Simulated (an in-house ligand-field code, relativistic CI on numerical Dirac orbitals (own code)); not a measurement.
# d3 in a ligand field: terms for several parameter sets

Aim: the terms of a d3 shell from Racah B and C, spin-orbit ζ and the field, by exact diagonalisation.

Method: parametric ligand-field model of a d^n configuration (Racah B and C, spin-orbit zeta, crystal field), exact diagonalisation. Code: an in-house ligand-field code version 1.

## (1) The atom as given

| Item | Value |
| --- | --- |
| shell | d3 |
| set 1 (cm⁻¹) | B = 1090, C = 5570, ζ = 520, Oh, 10Dq = 19200 |
| set 2 (cm⁻¹) | B = 1090, C = 5220, ζ = 310, Td, 10Dq = -12250 |
| set 3 (cm⁻¹) | B = 580, C = 2190, ζ = 1150, Td, 10Dq = -8300 |
| set 4 (cm⁻¹) | B = 370, C = 1380, ζ = 260, Oh, 10Dq = 37850 |
| set 5 (cm⁻¹) | B = 790, C = 3240, ζ = 2750, Oh, 10Dq = 34250 |
| set 6 (cm⁻¹) | B = 770, C = 3780, ζ = 3650, Oh, 10Dq = 29550 |
| set 7 (cm⁻¹) | B = 550, C = 2040, ζ = 120, Oh, 10Dq = 29600 |
| set 8 (cm⁻¹) | B = 820, C = 3450, ζ = 3250, Oh, 10Dq = 29050 |

## (2) Set 1

Settings of the run:

```ini
n = 3
racah_B = 1090  # cm-1
racah_C = 5570  # cm-1
zeta = 520  # cm-1
symmetry = Oh
field = {"10Dq": 19200}  # cm-1
```

## (3) Set 2

Settings of the run:

```ini
n = 3
racah_B = 1090  # cm-1
racah_C = 5220  # cm-1
zeta = 310  # cm-1
symmetry = Td
field = {"10Dq": -12250}  # cm-1
```

## (4) Set 3

Settings of the run:

```ini
n = 3
racah_B = 580  # cm-1
racah_C = 2190  # cm-1
zeta = 1150  # cm-1
symmetry = Td
field = {"10Dq": -8300}  # cm-1
```

## (5) Set 4

Settings of the run:

```ini
n = 3
racah_B = 370  # cm-1
racah_C = 1380  # cm-1
zeta = 260  # cm-1
symmetry = Oh
field = {"10Dq": 37850}  # cm-1
```

## (6) Set 5

Settings of the run:

```ini
n = 3
racah_B = 790  # cm-1
racah_C = 3240  # cm-1
zeta = 2750  # cm-1
symmetry = Oh
field = {"10Dq": 34250}  # cm-1
```

## (7) Set 6

Settings of the run:

```ini
n = 3
racah_B = 770  # cm-1
racah_C = 3780  # cm-1
zeta = 3650  # cm-1
symmetry = Oh
field = {"10Dq": 29550}  # cm-1
```

## (8) Set 7

Settings of the run:

```ini
n = 3
racah_B = 550  # cm-1
racah_C = 2040  # cm-1
zeta = 120  # cm-1
symmetry = Oh
field = {"10Dq": 29600}  # cm-1
```

## (9) Set 8

Settings of the run:

```ini
n = 3
racah_B = 820  # cm-1
racah_C = 3450  # cm-1
zeta = 3250  # cm-1
symmetry = Oh
field = {"10Dq": 29050}  # cm-1
```

(Steps that only read results are left out.)

**Question.** What will these runs give? Wanted: lowest spin-orbit levels; sets at their largest spin, of those that allow S over 1.

The runs gave:

| set | 10Dq/B (size) | lowest | S | electrons in z² and x²-y² | next level (cm⁻¹) |
| --- | --- | --- | --- | --- | --- |
| 1: Oh | 17.6 | G8 | 1.50 | 0.00 | G7 19006 |
| 2: Td | 11.2 | G8 | 1.50 | 1.93 | G7 25 |
| 3: Td | 14.3 | G8 | 1.40 | 2.03 | G7 790 |
| 4: Oh | 102.3 | G8 | 1.50 | 0.00 | G8 7214 |
| 5: Oh | 43.4 | G8 | 1.48 | 0.02 | G8 15238 |
| 6: Oh | 38.4 | G8 | 1.47 | 0.04 | G8 15774 |
| 7: Oh | 53.8 | G8 | 1.50 | 0.00 | G8 10474 |
| 8: Oh | 35.4 | G8 | 1.48 | 0.03 | G8 15439 |

| quantity | value |
| --- | --- |
| lowest spin-orbit levels | 1: G8, 2: G8, 3: G8, 4: G8, 5: G8, 6: G8, 7: G8, 8: G8 |
| sets at their largest spin, of those that allow S over 1 | 1, 2, 3, 4, 5, 6, 7, 8 |

**Reading.** 8 of 8 sets have the highest spin that their shell allows, S = 3/2. A negative 10Dq stands for a tetrahedral field. With spin-orbit coupling the labels are those of spin-orbit levels, not of terms, and S is an average from the expectation value of its square. B, C and the field are free parameters here, not those of a compound.
